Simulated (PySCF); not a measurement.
# C6H13O3Si: the cost of one run

Programs: PySCF 2.14.0, with routines of our own; each step states its level. All values are computed. Atoms count from 0.

## 1. The starting structure

23 atoms, charge 1, multiplicity 1; geometry from: GFN2-xTB.

## 2. Relaxing the molecule at BHandHLYP/def2-SVP

What the job is given:

```
{"job": {"xc": "BHandHLYP", "basis": "def2-SVP", "grid": 1, "kind": "geom"}, "charge": 1, "multiplicity": 1}
C      2.818892     1.309616     1.351985
O      2.575761     1.054334    -0.038950
C      1.407800     0.662440    -0.416601
O      0.471956     0.529443     0.411919
O      1.330876     0.441694    -1.680329
C      0.078716     0.118218    -2.323964
C     -0.718738    -0.957687    -1.599327
Si    -1.046934    -0.391360     0.194853
C     -2.366057     0.945931     0.383355
C     -0.865746    -1.729138     1.513715
H      2.066633     1.985383     1.759321
H      3.804833     1.765980     1.390455
H      2.814945     0.374399     1.912740
H      0.385227    -0.202637    -3.321678
H     -0.495952     1.045384    -2.412582
H     -1.635809    -1.122045    -2.160637
H     -0.162770    -1.896038    -1.631018
H     -2.324900     1.700167    -0.400853
H     -3.359670     0.508985     0.357869
H     -2.268236     1.462311     1.335527
H     -0.661817    -1.297183     2.490318
H     -1.785195    -2.298841     1.602249
H     -0.068572    -2.436493     1.291711
```

Command:

```sh
OMP_NUM_THREADS=4 python excited_run.py task.json out
```

One launch serves the whole session: the jobs run in the order shown.

Q: Estimate the wall time and peak memory of this first job on 4 threads of Intel Xeon Platinum 8259CL at 2.50GHz, shared host.

About 4.7 min, with a peak of 1.4 GiB.
